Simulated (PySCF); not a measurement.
# C₄H₁₁ClSi: spin-spin couplings

What spin-spin couplings should C₄H₁₁ClSi (`CC[Si@H](C)CCl`) show?

Computed with PySCF 2.14.0, with density-fitted response routines of our own, on a single molecule in the gas phase. Atoms count from 0, in the outputs and in this text.

## (1) The molecule as given

17 atoms, charge 0, multiplicity 1; geometry from: GFN2-xTB.

Bonds of the start (Å): C0–C1 1.53, C1–Si2 1.91, Si2–C3 1.90, Si2–C4 1.92, C4–Cl5 1.79, C0–H6 1.09, C0–H7 1.09, C0–H8 1.09, C1–H9 1.09, C1–H10 1.09, Si2–H11 1.47, C3–H12 1.09, C3–H13 1.09, C3–H14 1.09, C4–H15 1.09, C4–H16 1.09.

## (2) J couplings: B3LYP/pcJ-1

What the job is given:

```
{"job": {"kind": "j", "xc": "B3LYP", "basis": "pcJ-1"}, "charge": 0, "multiplicity": 1}
C      2.035357    -0.978454     0.524378
C      1.146473     0.255474     0.654353
Si    -0.256947     0.331399    -0.632095
C     -1.334898     1.871109    -0.372846
C     -1.371958    -1.220633    -0.439037
Cl    -2.032721    -1.282773     1.219522
H      2.838254    -0.954357     1.259342
H      1.458636    -1.885631     0.685715
H      2.482571    -1.029944    -0.465680
H      1.767435     1.148054     0.563389
H      0.721976     0.277571     1.659860
H      0.276453     0.271675    -2.005216
H     -0.754752     2.781597    -0.483788
H     -2.144864     1.906466    -1.094823
H     -1.778518     1.879722     0.618763
H     -0.832452    -2.151795    -0.591509
H     -2.227043    -1.207450    -1.110239
```

Method: B3LYP/pcJ-1 indirect spin-spin coupling, non-relativistic, gas phase.

Started as:

```bash
$ OMP_NUM_THREADS=1 python probes_run.py task.json out
```

The driver reads the jobs from task.json and runs them one after another.

Predict these results of the whole session: largest coupling of the table (B3LYP/pcJ-1).

As calculated:

| quantity | value |
| --- | --- |
| largest coupling of the table (B3LYP/pcJ-1) | 1J(Si,H) Si2–H11, -201.0 Hz |

**Reading.** In the run at B3LYP/pcJ-1, the largest coupling of the table is Si2–H11, -201.0 Hz, of which the Fermi-contact term gives -201.3 Hz. Couplings across rotatable bonds belong to this one conformer; where others are populated, the observed values are averages.
